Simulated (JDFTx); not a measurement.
# F3C2H3 in JDFTx: single point with PBE+D3

Aim: the single point of F3C2H3 with PBE+D3.

All numbers are computed with JDFTx 1.7.0 (patched build); they aren't measurements. Logs are shortened: lines on timing, memory, paths and dates and some standing lists are left out, and cuts for length are marked. The log counts tension as positive stress, the text compression.

## 1. Starting point

The cell holds a molecule in a box, 8 atoms: a = 12.000 Å, b = 12.000 Å, c = 12.000 Å, α = 90.00°, β = 90.00°, γ = 90.00°.

## 2. Single point, PBE+D3

Contents of H3C2F3.in:

```
lattice \
   22.6767134955     0.0000000000     0.0000000000 \
    0.0000000000    22.6767134955     0.0000000000 \
    0.0000000000     0.0000000000    22.6767134955
coords-type Lattice
ion F      0.4113125000     0.4501791700     0.6009250000 1
ion F      0.5752291700     0.3956125000     0.4409583300 1
ion F      0.5908541700     0.5738958300     0.4054833300 1
ion C      0.4908625000     0.5231875000     0.5633166700 1
ion C      0.5209541700     0.4942291700     0.4447250000 1
ion H      0.5650208300     0.5168375000     0.6158750000 1
ion H      0.4575041700     0.6078875000     0.5662750000 1
ion H      0.4483125000     0.4888458300     0.3897916700 1

ion-species pseudo/F.upf
ion-species pseudo/C.upf
ion-species pseudo/H.upf
elec-cutoff 42
elec-ex-corr gga-PBE
van-der-waals D3
kpoint-folding 1 1 1
elec-n-bands 16
electronic-minimize nIterations 100 energyDiffThreshold 1e-07
coulomb-interaction Isolated
coulomb-truncation-embed 0.501083 0.501750 0.502833
core-overlap-check none
forces-output-coords Cartesian

dump-name run.$VAR
dump End Ecomponents EigStats BandEigs Kpoints Forces Dipole ElecDensity Dtot KEdensity
```

Potentials or basis: PseudoDojo-SR-PBE-0.5-standard with smoothed tails.

Launch:

```bash
$ jdftx -c 1 -i H3C2F3.in -o H3C2F3.out
```

Standard output:

```text
*************** JDFTx 1.7.0 (patched build) ***************

Input parsed successfully to the following command list (including defaults):
[... the input with its defaults ...]

---------- Setting up symmetries ----------

Found 48 point-group symmetries of the bravais lattice
Found 1 space-group symmetries with basis
Applied RMS atom displacement 0 bohrs to make symmetries exact.

---------- Initializing the Grid ----------
R =
[      22.6767            0            0  ]
[            0      22.6767            0  ]
[            0            0      22.6767  ]
unit cell volume = 11661.1
G =
[   0.277077          0          0  ]
[          0   0.277077          0  ]
[          0          0   0.277077  ]
Minimum fftbox size, Smin = [  136  136  136  ]
Chosen fftbox size, S = [  140  140  140  ]

---------- Exchange Correlation functional ----------
Initalized PBE GGA exchange.
Initalized PBE GGA correlation.

---------- Setting up pseudopotentials ----------
Width of ionic core gaussian charges (only for fluid interactions / plotting) set to 0

Reading pseudopotential file 'pseudo/F.upf':
  'F' pseudopotential, 'PBE' functional
  Generated using ONCVPSP code by D. R. Hamann
  7 valence electrons, 2 orbitals, 5 projectors, 832 radial grid points, with lMax = 2
    2S    l: 0   occupation:  2.0   eigenvalue: -1.098789
    2P    l: 1   occupation:  5.0   eigenvalue: -0.408344
  Core radius for overlap checks: 1.56 bohrs.

Reading pseudopotential file 'pseudo/C.upf':
  'C' pseudopotential, 'PBE' functional
  Generated using ONCVPSP code by D. R. Hamann
  4 valence electrons, 2 orbitals, 4 projectors, 1001 radial grid points, with lMax = 1
    2S    l: 0   occupation:  2.0   eigenvalue: -0.505335
    2P    l: 1   occupation:  2.0   eigenvalue: -0.194238
  Core radius for overlap checks: 1.21 bohrs.

Reading pseudopotential file 'pseudo/H.upf':
  'H' pseudopotential, 'PBE' functional
  Generated using ONCVPSP code by D. R. Hamann
  1 valence electrons, 1 orbitals, 3 projectors, 1001 radial grid points, with lMax = 1
    1S    l: 0   occupation:  1.0   eigenvalue: -0.238602
  Core radius for overlap checks: 0.96 bohrs.

Initialized 3 species with 8 total atoms.

Folded 1 k-points by 1x1x1 to 1 k-points.

---------- Setting up k-points, bands, fillings ----------
No reducable k-points.
Computing the number of bands and number of electrons
Calculating initial fillings.
nElectrons:  32.000000   nBands: 16   nStates: 1

----- Setting up reduced wavefunction bases (one per k-point) -----
average nbasis = 151635.000 , ideal nbasis = 151603.167

---------- Setting up coulomb interaction ----------
Setting up double-sized grid for truncated Coulomb potentials:
R =
[      45.3534            0            0  ]
[            0      45.3534            0  ]
[            0            0      45.3534  ]
unit cell volume = 93289
G =
[   0.138538          0          0  ]
[          0   0.138538          0  ]
[          0          0   0.138538  ]
Chosen fftbox size, S = [  280  280  280  ]
Integer grid location selected as the embedding center:
   Grid: [  70  70  70  ]
   Lattice: [  0.501083  0.50175  0.502833  ]
   Cartesian: [  11.3629  11.378  11.4026  ]
Constructing Wigner-Seitz cell: 6 faces (6 quadrilaterals, 0 hexagons)
Range-separation parameter for embedded mesh potentials due to point charges: 0.507734 bohrs.
Constructing Wigner-Seitz cell: 6 faces (6 quadrilaterals, 0 hexagons)
Gaussian width for range separation: 2.38943 bohrs.
FFT grid for long-range part: [ 280 280 280 ].
Planning fourier transform ... Done.
Computing truncated long-range part in real space ... Done.
Adding short-range part in reciprocal space ... Done.

Initializing DFT-D3 calculator:
	Parameters set for gga-PBE functional
	s6:  1.000  s_r6:  1.217
	s8:  0.722  s_r8:  1.000
	Per-atom parameters loaded for:
	 F:  sqrtQ[a0]:  2.388  Rcov[a0]:  1.209  CN: [ 0.00 1.00 ]
	 C:  sqrtQ[a0]:  3.105  Rcov[a0]:  1.417  CN: [ 0.00 0.99 2.00 3.00 3.98 ]
	 H:  sqrtQ[a0]:  2.007  Rcov[a0]:  0.605  CN: [ 0.91 0.00 ]

Computing DFT-D3 correction:
# coordination-number F 1.037 1.064 1.068
# coordination-number C 4.050 4.024
# coordination-number H 1.001 1.001 1.003
# diagonal-C6 F 7.16 7.16 7.16
# diagonal-C6 C 18.29 18.31
# diagonal-C6 H 3.09 3.09 3.09
EvdW_6 =   -0.000583
EvdW_8 =   -0.001508

---------- Allocating electronic variables ----------
Initializing wave functions:  linear combination of atomic orbitals
F pseudo-atom occupations:   s ( 2 )  p ( 5 )
C pseudo-atom occupations:   s ( 2 )  p ( 2 )
H pseudo-atom occupations:   s ( 1 )
	FillingsUpdate:  mu: -0.098070634  nElectrons: 32.000000
LCAOMinimize: Iter:   0  Etot: -84.7117285211985092  |grad|_K:  2.029e-02  alpha:  1.000e+00
	FillingsUpdate:  mu: -0.079134288  nElectrons: 32.000000
LCAOMinimize: Iter:   1  Etot: -84.7731215947329133  |grad|_K:  4.236e-03  alpha:  4.108e-01  linmin: -3.740e-01  cgtest:  6.612e-01
LCAOMinimize: Encountered beta<0, resetting CG.
	FillingsUpdate:  mu: -0.078662757  nElectrons: 32.000000
LCAOMinimize: Iter:   2  Etot: -84.7763454024952807  |grad|_K:  1.462e-03  alpha:  6.489e-01  linmin:  1.078e-01  cgtest: -2.536e-01
	FillingsUpdate:  mu: -0.080345524  nElectrons: 32.000000
LCAOMinimize: Iter:   3  Etot: -84.7766230741763138  |grad|_K:  5.781e-04  alpha:  5.389e-01  linmin: -9.615e-04  cgtest:  5.657e-01
LCAOMinimize: Encountered beta<0, resetting CG.
LCAOMinimize: None of the convergence criteria satisfied after 3 iterations.

Computing DFT-D3 correction:
# coordination-number F 1.037 1.064 1.068
# coordination-number C 4.050 4.024
# coordination-number H 1.001 1.001 1.003
# diagonal-C6 F 7.16 7.16 7.16
# diagonal-C6 C 18.29 18.31
# diagonal-C6 H 3.09 3.09 3.09
EvdW_6 =   -0.000583
EvdW_8 =   -0.001508

-------- Electronic minimization -----------
ElecMinimize: Iter:   0  Etot: -84.776623074176158  |grad|_K:  5.819e-04  alpha:  1.000e+00
ElecMinimize: Iter:   1  Etot: -85.153838413407044  |grad|_K:  2.769e-04  alpha:  4.633e-01  linmin: -1.936e-02
ElecMinimize: Iter:   2  Etot: -85.237562142834093  |grad|_K:  1.890e-04  alpha:  4.452e-01  linmin: -9.445e-05
ElecMinimize: Iter:   3  Etot: -85.273084693833979  |grad|_K:  9.929e-05  alpha:  4.098e-01  linmin: -1.536e-05
ElecMinimize: Iter:   4  Etot: -85.286725201674031  |grad|_K:  5.550e-05  alpha:  5.703e-01  linmin:  5.181e-04
ElecMinimize: Iter:   5  Etot: -85.290223865695907  |grad|_K:  3.618e-05  alpha:  4.685e-01  linmin: -1.289e-04
ElecMinimize: Iter:   6  Etot: -85.291548743701100  |grad|_K:  2.025e-05  alpha:  4.170e-01  linmin: -3.408e-05
ElecMinimize: Iter:   7  Etot: -85.292059004346129  |grad|_K:  1.207e-05  alpha:  5.129e-01  linmin:  1.192e-04
ElecMinimize: Iter:   8  Etot: -85.292256321566612  |grad|_K:  7.711e-06  alpha:  5.582e-01  linmin: -3.303e-05
ElecMinimize: Iter:   9  Etot: -85.292333302307043  |grad|_K:  5.198e-06  alpha:  5.336e-01  linmin:  4.473e-05
ElecMinimize: Iter:  10  Etot: -85.292364175227476  |grad|_K:  3.328e-06  alpha:  4.710e-01  linmin:  5.730e-06
ElecMinimize: Iter:  11  Etot: -85.292377558826871  |grad|_K:  2.029e-06  alpha:  4.981e-01  linmin: -8.480e-06
ElecMinimize: Iter:  12  Etot: -85.292382796481888  |grad|_K:  1.278e-06  alpha:  5.243e-01  linmin:  1.393e-05
ElecMinimize: Iter:  13  Etot: -85.292384684861801  |grad|_K:  8.471e-07  alpha:  4.768e-01  linmin:  7.945e-06
ElecMinimize: Iter:  14  Etot: -85.292385451366243  |grad|_K:  5.213e-07  alpha:  4.403e-01  linmin:  1.423e-05
ElecMinimize: Iter:  15  Etot: -85.292385801286514  |grad|_K:  3.096e-07  alpha:  5.306e-01  linmin:  2.664e-05
ElecMinimize: Iter:  16  Etot: -85.292385934126813  |grad|_K:  2.030e-07  alpha:  5.711e-01  linmin: -5.758e-05
ElecMinimize: Iter:  17  Etot: -85.292385985205982  |grad|_K:  1.384e-07  alpha:  5.111e-01  linmin:  1.546e-04
ElecMinimize: Iter:  18  Etot: -85.292386007428703  |grad|_K:  8.834e-08  alpha:  4.787e-01  linmin:  2.067e-04
ElecMinimize: Converged (|Delta Etot|<1.000000e-07 for 2 iters).
Setting wave functions to eigenvectors of Hamiltonian

Computing DFT-D3 correction:
# coordination-number F 1.037 1.064 1.068
# coordination-number C 4.050 4.024
# coordination-number H 1.001 1.001 1.003
# diagonal-C6 F 7.16 7.16 7.16
# diagonal-C6 C 18.29 18.31
# diagonal-C6 H 3.09 3.09 3.09
EvdW_6 =   -0.000583
EvdW_8 =   -0.001508

# Ionic positions in lattice coordinates:
ion F   0.411312500000000   0.450179170000000   0.600925000000000 1
ion F   0.575229170000000   0.395612500000000   0.440958330000000 1
ion F   0.590854170000000   0.573895830000000   0.405483330000000 1
ion C   0.490862500000000   0.523187500000000   0.563316670000000 1
ion C   0.520954170000000   0.494229170000000   0.444725000000000 1
ion H   0.565020830000000   0.516837500000000   0.615875000000000 1
ion H   0.457504170000000   0.607887500000000   0.566275000000000 1
ion H   0.448312500000000   0.488845830000000   0.389791670000000 1

# Forces in Cartesian coordinates:
force F  -0.009856999710351  -0.008807186700321   0.005233108670925 1
force F   0.006990976257521  -0.014073939831969  -0.000612070623091 1
force F   0.009576026036508   0.011567145082100  -0.005783924249346 1
force C   0.004700509189391   0.006056309138663  -0.000043232369829 1
force C  -0.009427881615506   0.001455643094582   0.001559536343129 1
force H   0.003514033569860   0.000044150625734   0.002407174226486 1
force H  -0.001272764666551   0.004079300570790   0.000308566453694 1
force H  -0.004158064458321  -0.000418280045997  -0.003042522284967 1

# Energy components:
   Eewald =      109.3658846676614047
       EH =      181.3003557762653486
     Eloc =     -406.4347299073187969
      Enl =       -8.5069004285339282
     EvdW =       -0.0020914167762858
      Exc =      -21.8914964268660022
 Exc_core =        2.4787740615452423
       KE =       58.3978176665942925
-------------------------------------
     Etot =      -85.2923860074287035

IonicMinimize: Iter:   0  Etot: -85.292386007428703  |grad|_K:  6.204e-03
IonicMinimize: None of the convergence criteria satisfied after 0 iterations.

#--- Lowdin population analysis ---
# oxidation-state F -0.276 -0.252 -0.258
# oxidation-state C +0.045 +0.508
# oxidation-state H +0.214 +0.214 +0.201

Dumping 'run.eigStats' ...
	eMin: -1.174909 at state 0 ( [ +0.000000 +0.000000 +0.000000 ] spin 0 )
	HOMO: -0.295446 at state 0 ( [ +0.000000 +0.000000 +0.000000 ] spin 0 )
	mu  : unavailable
	LUMO: unavailable
	eMax: -0.295446 at state 0 ( [ +0.000000 +0.000000 +0.000000 ] spin 0 )
	HOMO-LUMO gap: unavailable
	Optical gap  : unavailable
Done!
[note: without smearing the FillingsUpdate lines are those of the first guess, not of the final state]
```

Run time: 3.5 min. Hardware: 1 thread of Arm Neoverse V2, shared host; peak memory 1.2 GiB.

Results:

* Free energy: -2320.9241 eV
* Loewdin charges: F -0.28, -0.25, -0.26; C +0.04, +0.51; H +0.21, +0.20 e
